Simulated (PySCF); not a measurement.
**C2H7NSi (SMILES C[SiH]1CN1): levels of theory compared**

Aim: a comparison of 5 runs (B3LYP/6-31G*, PBE/6-31+G*, PBE0/def2-SVP, MP2/3-21G, CCSD(T)/cc-pVDZ) of C2H7NSi. The job is set up through a Python script.

The calculation is run with PySCF 2.14.0.

### Step 1. The structure to begin with

C2H7NSi has 11 atoms, charge 0, and is taken as a singlet. As SMILES, `C[SiH]1CN1`. The coordinates come from a PBE0-D4/def2-TZVP relaxation.

Bond lengths: C1–Si2 1.860 Å, Si2–C3 1.828 Å, Si2–N4 1.720 Å, C3–N4 1.499 Å, C1–H5 1.093 Å, C1–H6 1.092 Å, C1–H7 1.093 Å, Si2–H8 1.481 Å, C3–H9 1.090 Å, C3–H10 1.087 Å, N4–H11 1.009 Å. Some angles: C1–Si2–C3 120.1°, C1–Si2–N4 122.2°, C3–Si2–N4 49.9°, Si2–C3–N4 61.3°, Si2–N4–C3 68.8°, C1–Si2–H8 112.8°, C3–Si2–H8 122.6°, N4–Si2–H8 115.2°, Si2–C1–H5 111.0°, Si2–C1–H6 110.6°.

### Step 2. Energy and forces at B3LYP/6-31G(d) (Cartesian functions) (run 1)

Contents of job.py:

```python
import pyscf.grad
from pyscf import gto, dft

system = gto.Mole()
system.atom = [
    ('C', (-1.036100, 1.301900, 0.023300)),
    ('Si', (0.162000, 0.063800, -0.677700)),
    ('C', (1.268500, -0.872400, 0.436600)),
    ('N', (0.134900, -1.596100, -0.226100)),
    ('H', (-1.988400, 1.272100, -0.512200)),
    ('H', (-1.226700, 1.097000, 1.078700)),
    ('H', (-0.638000, 2.316300, -0.063800)),
    ('H', (0.496100, 0.327000, -2.096500)),
    ('H', (1.173200, -0.684400, 1.506500)),
    ('H', (2.252700, -1.245000, 0.163500)),
    ('H', (-0.532700, -2.037100, 0.388100)),
]
system.cart = True
system.charge = 0
system.verbose = 4
system.basis = '6-31g*'
system.spin = 0
system.max_memory = 1860
system.build()

mf = dft.RKS(system)
mf.xc = 'b3lyp'
mf.conv_tol = 1e-10
mf.grids.level = 5
mf.kernel()
if not mf.converged:
    mf = mf.newton().run(mf.mo_coeff, mf.mo_occ)

etot = mf.e_tot
print(f'total energy: {etot:.8f} hartree')
grad = mf.Gradients().kernel()
mf.analyze()
```

Run with:

```console
$ OMP_NUM_THREADS=1 python job.py
```

The log of the run:

```text
PySCF version 2.14.0

[... 105 lines left out ...]
MO #3   energy= -10.1903474053051  occ= 2
[... 14 lines left out ...]
MO #18  energy= -0.323821790845636 occ= 2
[... 14 lines left out ...]
MO #33  energy= 0.331127593643492  occ= 0
[... 14 lines left out ...]
MO #48  energy= 0.863034745222807  occ= 0
[... 14 lines left out ...]
MO #63  energy= 1.81164882661712   occ= 0
[... 14 lines left out ...]
MO #78  energy= 4.23460335554037   occ= 0
[... 92 lines left out ...]
Dipole moment(X, Y, Z, Debye): -1.11813,  1.35610,  1.22198
```

Run time: 59 s. Hardware: 1 thread of Intel Xeon at 2.50GHz (Skylake/Cascade Lake), shared host; peak memory 0.8 GiB.

### Step 3. Energy and forces at PBE/6-31+G(d) (spherical functions) (run 2)

Contents of job.py:

```python
from pyscf import gto, dft

system = gto.M(
    atom=[
    ('C', (-1.036100, 1.301900, 0.023300)),
    ('Si', (0.162000, 0.063800, -0.677700)),
    ('C', (1.268500, -0.872400, 0.436600)),
    ('N', (0.134900, -1.596100, -0.226100)),
    ('H', (-1.988400, 1.272100, -0.512200)),
    ('H', (-1.226700, 1.097000, 1.078700)),
    ('H', (-0.638000, 2.316300, -0.063800)),
    ('H', (0.496100, 0.327000, -2.096500)),
    ('H', (1.173200, -0.684400, 1.506500)),
    ('H', (2.252700, -1.245000, 0.163500)),
    ('H', (-0.532700, -2.037100, 0.388100)),
],
    basis='6-31+g*',
    verbose=4,
    max_memory=1860,
    spin=0,
)

myscf = dft.RKS(system)
myscf.xc = 'pbe'
myscf.conv_tol = 1e-10
myscf.grids.level = 5
myscf.kernel()
if not myscf.converged:
    myscf = myscf.newton().run(myscf.mo_coeff, myscf.mo_occ)

energy = myscf.e_tot
print('E(%s) = %.9f' % ('PBE', energy))
grad = myscf.nuc_grad_method().kernel()
myscf.analyze()
```

Run with:

```console
$ OMP_NUM_THREADS=1 python job.py
```

The log of the run:

```text
PySCF version 2.14.0

[... 111 lines left out ...]
MO #5   energy= -5.05403710955146  occ= 2
[... 16 lines left out ...]
MO #22  energy= -0.0164222764736183 occ= 0
[... 16 lines left out ...]
MO #39  energy= 0.161971863038557  occ= 0
[... 16 lines left out ...]
MO #56  energy= 0.67899464989417   occ= 0
[... 16 lines left out ...]
MO #73  energy= 1.16223641440525   occ= 0
[... 16 lines left out ...]
MO #90  energy= 2.62054075428535   occ= 0
[... 104 lines left out ...]
Dipole moment(X, Y, Z, Debye): -1.09365,  1.40549,  1.22197
```

It took 78 s on 1 thread of Intel Xeon at 2.50GHz (Skylake/Cascade Lake), shared host; peak memory 0.91 GiB.

Run 3 isn't shown in full; the table further down has it.

### Step 4. Energy and gradient at MP2/3-21G (run 4)

Contents of run.py:

```python
import pyscf.grad
from pyscf import gto, scf, mp

system = gto.M(
    atom='''
C     -1.957945     2.460234     0.044031
Si     0.306136     0.120565    -1.280667
C      2.397118    -1.648597     0.825054
N      0.254924    -3.016192    -0.427267
H     -3.757531     2.403921    -0.967918
H     -2.318127     2.073030     2.038448
H     -1.205645     4.377173    -0.120565
H      0.937493     0.617940    -3.961811
H      2.217027    -1.293329     2.846872
H      4.256986    -2.352709     0.308970
H     -1.006657    -3.849561     0.733403
''',
    basis='3-21g',
    unit='bohr',
    spin=0,
    max_memory=1860,
    verbose=4,
)

calc0 = scf.RHF(system)
calc0.conv_tol = 1e-10
calc0.kernel()
if not calc0.converged:
    calc0 = calc0.newton().run(calc0.mo_coeff, calc0.mo_occ)

pt = mp.MP2(calc0, frozen=8).run()
energy = pt.e_tot
print('E(%s) = %.9f' % ('MP2', energy))
grad = pt.Gradients().kernel()
dip = calc0.dip_moment()
pop, q = calc0.mulliken_pop()
```

Run with:

```console
$ OMP_NUM_THREADS=1 python run.py
```

The log of the run:

```text
PySCF version 2.14.0

[... 67 lines left out ...]
converged SCF energy = -420.870734397924
[... 17 lines left out ...]
Dipole moment(X, Y, Z, Debye): -1.15820,  1.96327,  1.34018
[... 66 lines left out ...]
charge of   10H =      0.31844
```

It took 7.5 s on 1 thread of Intel Xeon at 2.50GHz (Skylake/Cascade Lake), shared host; peak memory 0.2 GiB.

### Step 5. A single-point energy at CCSD(T)/cc-pVDZ (run 5)

Contents of calc.py:

```python
# C[SiH]1CN1
from pyscf import gto, scf, cc

system = gto.M(
    atom='''
C     -1.036100     1.301900     0.023300
Si     0.162000     0.063800    -0.677700
C      1.268500    -0.872400     0.436600
N      0.134900    -1.596100    -0.226100
H     -1.988400     1.272100    -0.512200
H     -1.226700     1.097000     1.078700
H     -0.638000     2.316300    -0.063800
H      0.496100     0.327000    -2.096500
H      1.173200    -0.684400     1.506500
H      2.252700    -1.245000     0.163500
H     -0.532700    -2.037100     0.388100
''',
    basis='cc-pvdz',
    verbose=3,
    max_memory=1860,
    charge=0,
)

mf = scf.RHF(system)
mf.conv_tol = 1e-10
mf.kernel()
if not mf.converged:
    mf = mf.newton().run(mf.mo_coeff, mf.mo_occ)

mycc = cc.CCSD(mf, frozen=8)
mycc.kernel()
e_t = mycc.ccsd_t()
etot = mycc.e_tot + e_t
print('E(%s) = %.9f' % ('CCSD(T)', etot))
mf.analyze()
```

Run with:

```console
$ OMP_NUM_THREADS=1 python calc.py
```

The log of the run:

```text
converged SCF energy = -423.157773255871
[... 18 lines left out ...]
MO #15  energy= -0.566411670793412 occ= 2
[... 15 lines left out ...]
MO #31  energy= 0.380506809680507  occ= 0
[... 15 lines left out ...]
MO #47  energy= 0.902183179096012  occ= 0
[... 15 lines left out ...]
MO #63  energy= 1.67173423838927   occ= 0
[... 15 lines left out ...]
MO #79  energy= 2.17010469495868   occ= 0
[... 15 lines left out ...]
MO #95  energy= 3.31119342618882   occ= 0
[... 12 lines left out ...]
Dipole moment(X, Y, Z, Debye): -1.09552,  1.59034,  1.00938
```

It took 50 s on 1 thread of Intel Xeon at 2.50GHz (Skylake/Cascade Lake), shared host; peak memory 0.53 GiB.

### Step 6. The series

| run | level | Cartesian functions | integration grid | energy (Eh) | dipole moment (D) of the reference | HOMO energy (eV) | LUMO energy (eV) | wall time |
| --- | --- | --- | --- | --- | --- | --- | --- | --- |
| 1 | B3LYP/6-31G* (Cartesian functions) | yes | 5 | -424.638035 | 2.14 | -5.98 | 0.74 | 59 s |
| 2 | PBE/6-31+G* (spherical functions) | no | 5 | -424.288687 | 2.16 | -5.20 | -0.51 | 78 s |
| 3 | PBE0/def2-SVP | no | 5 | -424.163449 | 2.07 | -6.38 | 0.99 | 79 s |
| 4 | MP2/3-21G | no | – | -421.212727 | 2.64 | -9.31 | 4.47 | 7.5 s |
| 5 | CCSD(T)/cc-pVDZ | no | – | -423.778010 | 2.18 | -9.40 | 4.26 | 50 s |

### Step 7. Outcome

| quantity | value |
| --- | --- |
| run 5: total energy | -423.77801 Eh |
| run 5: dipole moment (Hartree–Fock density) | 2.18 D |
| run 5: HOMO energy (Hartree–Fock orbitals) | -9.40 eV |
| run 5: LUMO energy (Hartree–Fock orbitals) | 4.26 eV |
| run 5: HOMO–LUMO gap (Hartree–Fock orbitals) | 13.66 eV |
| run 5: correlation energy (8 core orbitals frozen) | -620.2 mEh |
| run 5: (T) correction | -18.48 mEh |
| run 5: T1 diagnostic | 0.011 |

What this shows: Over runs 1, 2, 3 the dipole moment (its size) runs from 2.07 D (PBE0/def2-SVP) to 2.16 D (PBE/6-31+G*). The two ends differ in method and basis. Over runs 1, 2, 3 the HOMO–LUMO gap runs from 4.69 eV (PBE/6-31+G*) to 7.36 eV (PBE0/def2-SVP). Totals of different functionals can't be ranked against each other. All runs together took 4.6 min, the longest 79 s.
